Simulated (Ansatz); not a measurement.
# K3Zn2Cl7: the cost of one run

Method: DFT PBEsol, plane waves, PAW, scalar-relativistic, no spin polarisation, in Ansatz 0.2.0.

## (1) The system as given

The cell holds 24 atoms (Cl14K6Zn4): a = 7.134 Å, b = 11.048 Å, c = 11.154 Å, α = 118.52°, β = 107.53°, γ = 90.61°.

The coordinates stand in the first input below.

## (2) Run 1

300 steps of 2 fs under a Langevin thermostat at 500 K.

input.yaml reads:

```yaml
crystal:
  lattice:
    - [7.133668, 0.0, 0.0]
    - [-0.116939, 11.047492, 0.0]
    - [-3.360014, -5.361799, 9.185935]
  atoms:
    - { symbol: K, position: [0.611824, 0.091896, 0.216886] }
    - { symbol: K, position: [0.388176, 0.908104, 0.783114] }
    - { symbol: K, position: [0.092424, 0.812275, 0.221275] }
    - { symbol: K, position: [0.907576, 0.187725, 0.778725] }
    - { symbol: K, position: [0.868859, 0.589469, 0.714151] }
    - { symbol: K, position: [0.131141, 0.410531, 0.285849] }
    - { symbol: Zn, position: [0.495691, 0.66267, 0.993487] }
    - { symbol: Zn, position: [0.504309, 0.33733, 0.006513] }
    - { symbol: Zn, position: [0.358729, 0.271148, 0.564821] }
    - { symbol: Zn, position: [0.641271, 0.728852, 0.435179] }
    - { symbol: Cl, position: [0.33132, 0.170124, 0.701145] }
    - { symbol: Cl, position: [0.66868, 0.829876, 0.298855] }
    - { symbol: Cl, position: [0.307065, 0.499863, 0.656632] }
    - { symbol: Cl, position: [0.692935, 0.500137, 0.343368] }
    - { symbol: Cl, position: [0.722346, 0.803061, 0.971318] }
    - { symbol: Cl, position: [0.277654, 0.196939, 0.028682] }
    - { symbol: Cl, position: [0.726014, 0.496482, 0.989211] }
    - { symbol: Cl, position: [0.273986, 0.503518, 0.010789] }
    - { symbol: Cl, position: [0.252373, 0.805506, 0.983417] }
    - { symbol: Cl, position: [0.747627, 0.194494, 0.016583] }
    - { symbol: Cl, position: [0.678717, 0.269198, 0.550622] }
    - { symbol: Cl, position: [0.321283, 0.730802, 0.449378] }
    - { symbol: Cl, position: [0.135127, 0.14025, 0.327743] }
    - { symbol: Cl, position: [0.864873, 0.85975, 0.672257] }
basis:
  ecutwfc: 420.0
kpoints:
  mp_grid: { grid: [2, 1, 1] }
hamiltonian:
  xc: pbesol
scf:
  occupations: { method: fermi_dirac, width: 0.05 }
  lower_state_search: "off"
md:
  timestep: 2
  n_steps: 300
  ensemble: nvt_langevin
  temperature: 500.0
  initial_velocities: maxwell_boltzmann
  seed: 388345
  friction: 0.01
```

On the command line:

```
ansatz run input.yaml --threads 2 --pin off --max-ram 5120MiB --backend cpu --events-out ev --progress --plain --runs-dir out
```

What time and memory should one allow on 2 threads of Arm Neoverse V1, shared host?

About 27 min, with a peak of 1.3 GiB.
